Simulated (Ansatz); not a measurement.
Working through cell relaxations under several functionals of Cu, space group Cmcm

Program: Ansatz 0.2.0, Python API.

The cells in order, each with its output:

```python
import ansatz as az
import numpy as np
```

```python
CUTOFF_EV = 550
KMESH = (12, 12, 11)
OCCUPATIONS = "Marzari-Vanderbilt"
TOLERANCE = 1e-09
```

```python
def edges_and_angles(cell):
    cell = np.asarray(cell)
    a, b, c = np.linalg.norm(cell, axis=1)
    cosines = cell[1] @ cell[2] / (b * c), cell[0] @ cell[2] / (a * c), cell[0] @ cell[1] / (a * b)
    return (a, b, c, *np.degrees(np.arccos(cosines)))
```

```python
xtal = (
    az.Lattice.from_parameters(2.436927, 7.952756, 2.475496, alpha=90, beta=90, gamma=90)
    .space_group(63, hermann_mauguin="Cmcm")
    .atom("Cu", [0.0, 0.866133, 0.25])
    .primitive()
)

xtal.resolved().sites[-1]
```

    Site(symbol='Cu', position=(0.866133, 0.13386699999999996, 0.75), moment=None, axis=None, held=None, saved=None)

```python
job = (
    xtal.calculation()
    .basis(CUTOFF_EV)
    .kpoints(mesh=KMESH)
    .occupations(OCCUPATIONS)
    .scf(tolerance=TOLERANCE)
    .relax(cell=True)
)
```

```python
levels = [("blyp", "d3bj"), ("pbesol", "none"), ("pbesol", "d3bj")]
print("level            a       b       c    alpha   beta  gamma  V/atom  steps")
for name, dispersion in levels:
    seen = []
    run = job.functional(name, dispersion=dispersion).session().plan()
    res = run.execute(on_event=lambda e: seen.append(e) if e["event"] == "relax_step" else None)
    cell = res.lattice.cell_ang
    label = name if dispersion == "none" else f"{name}+{dispersion}"
    print("{:13s} {:7.4f} {:7.4f} {:7.4f} {:6.2f} {:6.2f} {:6.2f}".format(label, *edges_and_angles(cell)), f"{abs(np.linalg.det(cell)) / len(res.lattice.sites):7.3f} {len(seen):5d}")
```

    level            a       b       c    alpha   beta  gamma  V/atom  steps
    DeckWarning: relax.cell: scf.convergence.dr2_threshold = 1e-9 eV is looser than the 2e-10 eV advised for a relaxation that steers and ends on the stress (1e-10 eV for each atom of the cell: 2). What an SCF threshold leaves in a stress goes as its square root, and in the free energy as the threshold itself, and one threshold admits the most on a small cell: of the crystals measured, under no [...]
    blyp+d3bj      4.1158  4.1158  2.4612  90.00  90.00 145.84  11.704     5
    pbesol         4.1399  4.1399  2.4689  90.00  90.00 145.87  11.871     4
    pbesol+d3bj    4.0821  4.0821  2.4325  90.00  90.00 145.98  11.339     5

From smallest to largest: PBEsol+D3BJ (11.34 Å³ an atom, -5.5 % against the start), BLYP+D3BJ (11.70 Å³ an atom, -2.4 % against the start) and PBEsol (11.87 Å³ an atom, -1.0 % against the start). The spread is 4.7 % in volume.

Reading the output:
- BLYP and dispersion corrections can be off by several per cent in the lattices of metals, and by several GPa in the pressure at a fixed cell.
- The mesh is modest for a metal, so energies can be off by several to tens of meV an atom and pressures by half a GPa or more; differences at equal mesh fare better.
- Edges and angles are those of the cell as typed, here a primitive one, not of the conventional cell.
- This isn't the structure that Cu takes at ambient conditions.
- Warnings are shown shortened and without file and line.
- Wall time of the script: 110 s on 1 thread of Arm Neoverse V2 (shared host), peak memory 0.57 GiB.
